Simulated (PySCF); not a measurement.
# [Ce(BH4)3(H2O)]+: other functionals and bases at one geometry

One table from this session's results is given with a row withheld; the runs are named, their logs left out.

The runs use PySCF 2.14.0; several levels, as the steps say, no spin–orbit coupling.

1 further run of the same task is left out (for a known fault of the program).

## The starting structure

19 atoms, charge 1, spin multiplicity 1.

Bond lengths: Ce1–B2 2.445 Å, Ce1–H4 2.199 Å, Ce1–H5 2.239 Å, Ce1–H6 2.244 Å, Ce1–B7 2.445 Å, Ce1–H9 2.244 Å, Ce1–H10 2.239 Å, Ce1–H11 2.199 Å, Ce1–B12 2.447 Å, Ce1–H14 2.208 Å, Ce1–H15 2.265 Å, Ce1–H16 2.208 Å, Ce1–O17 2.465 Å, B2–H3 1.199 Å, B2–H4 1.268 Å, B2–H5 1.266 Å, B2–H6 1.265 Å, B7–H8 1.199 Å and more. Angles: B2–Ce1–H4 31.1°, B2–Ce1–H5 31.0°, B2–Ce1–H6 30.9°, B2–Ce1–B7 104.9°, B2–Ce1–H9 88.7°, B2–Ce1–H10 135.8°, B2–Ce1–H11 87.9°, B2–Ce1–B12 110.5°, B2–Ce1–H14 121.9°, B2–Ce1–H15 123.8°, B2–Ce1–H16 79.5°, B2–Ce1–O17 108.4°, H4–Ce1–H5 53.1°, H4–Ce1–H6 53.0°, H4–Ce1–B7 87.9°, H4–Ce1–H9 86.7°, H4–Ce1–H10 115.3°, H4–Ce1–H11 62.3° and more.

Coordinates:

```xyz
19
B3CeH14O
Ce    0.04868   -0.04868   -0.03722
B     1.39574    1.34488    1.45293
H     2.07750    1.99641    2.19308
H     1.51856    0.09018    1.59205
H     1.62606    1.51933    0.22034
H     0.14828    1.52298    1.56200
B    -1.34488   -1.39574    1.45293
H    -1.99641   -2.07750    2.19308
H    -1.52298   -0.14828    1.56200
H    -1.51933   -1.62606    0.22034
H    -0.09018   -1.51856    1.59205
B     1.48656   -1.48656   -1.39908
H     2.20849   -2.20849   -2.02761
H     0.68167   -2.08203   -0.62145
H     0.73721   -0.73721   -2.08206
H     2.08203   -0.68167   -0.62145
O    -1.42236    1.42236   -1.36029
H    -1.23035    2.32372   -1.66545
H    -2.32372    1.23035   -1.66545
```

Formal oxidation states: Ce +4. An earlier session relaxed this geometry at PBE0, Ce def2-SVP with ECP28, B def2-SVP, H def2-SVP, O def2-SVP (singlet, point group Cs).

At PBE0 on the finer grid: E = -632.634266 Eh, HOMO -13.70 eV, LUMO -9.37 eV, Mulliken charge on Ce1 +0.92 e, largest force component 0.007 eV/Å. 

Levels to run: B3LYP; TPSSh; PBE0, TZVP. Hardware: 4 threads of Intel Xeon at 2.70GHz, shared host.

The first run:

File run.py (the lines that set the calculation):

```python
mol = gto.M(atom='''
Ce     0.04868    -0.04868    -0.03722
B      1.39574     1.34488     1.45293
H      2.07750     1.99641     2.19308
H      1.51856     0.09018     1.59205
H      1.62606     1.51933     0.22034
H      0.14828     1.52298     1.56200
B     -1.34488    -1.39574     1.45293
H     -1.99641    -2.07750     2.19308
H     -1.52298    -0.14828     1.56200
H     -1.51933    -1.62606     0.22034
H     -0.09018    -1.51856     1.59205
B      1.48656    -1.48656    -1.39908
H      2.20849    -2.20849    -2.02761
H      0.68167    -2.08203    -0.62145
H      0.73721    -0.73721    -2.08206
H      2.08203    -0.68167    -0.62145
O     -1.42236     1.42236    -1.36029
H     -1.23035     2.32372    -1.66545
H     -2.32372     1.23035    -1.66545''',
    basis={'Ce': 'def2-SVP', 'B': 'def2-SVP', 'H': 'def2-SVP', 'O': 'def2-SVP'},
    ecp={'Ce': 'def2-SVP'},
    charge=1, spin=0)
mf = dft.RKS(mol, xc='B3LYP')
mf.grids.atom_grid = (75, 302)  # f atoms: unpruned, at least (60, 302)
mf = mf.density_fit()  # fitting sets: Ce def2-universal-JKFIT, B def2-universal-JKFIT, H def2-universal-JKFIT, O def2-universal-JKFIT
mf.conv_tol = 1e-08; mf.max_cycle = 55
mf.kernel(dm0)  # dm0: the density of the relaxed state
```

Started as:

```bash
$ OMP_NUM_THREADS=4 python run.py
```

Among the steps run: B3LYP; TPSSh; PBE0, TZVP.

One of the session's tables, all rows but one given; the rest of the session is left out.

| level | HOMO (eV) | gap (eV) | charge on Ce1 (e) | dipole (D) | largest force component (eV/Å) |
| --- | --- | --- | --- | --- | --- |
| PBE0 (relaxed here) | -13.70 | 4.34 | 0.92 | 6.44 | 0.01 |
| B3LYP | -13.45 | 3.73 | 0.94 | 6.49 | 0.21 |
| TPSSh | ? | ? | ? | ? | ? |
| PBE0, TZVP | -13.73 | 4.36 | 0.97 | 6.29 | 0.23 |

**Question.** Estimate the row for TPSSh.

The run gave: HOMO (eV): -13.07; gap (eV): 2.92; charge on Ce1 (e): 0.94; dipole (D): 6.47; largest force component (eV/Å): 0.25. In the column «HOMO (eV)» it is the highest.

The dipole of a charged species depends on the origin, so these sizes hold for this origin alone.

In one basis the HOMO–LUMO gap runs from 2.92 eV (TPSSh) to 4.34 eV (PBE0). The largest leftover force, 0.25 eV/Å with TPSSh, stands at a geometry relaxed at another level. Total energies of different levels can't be compared.
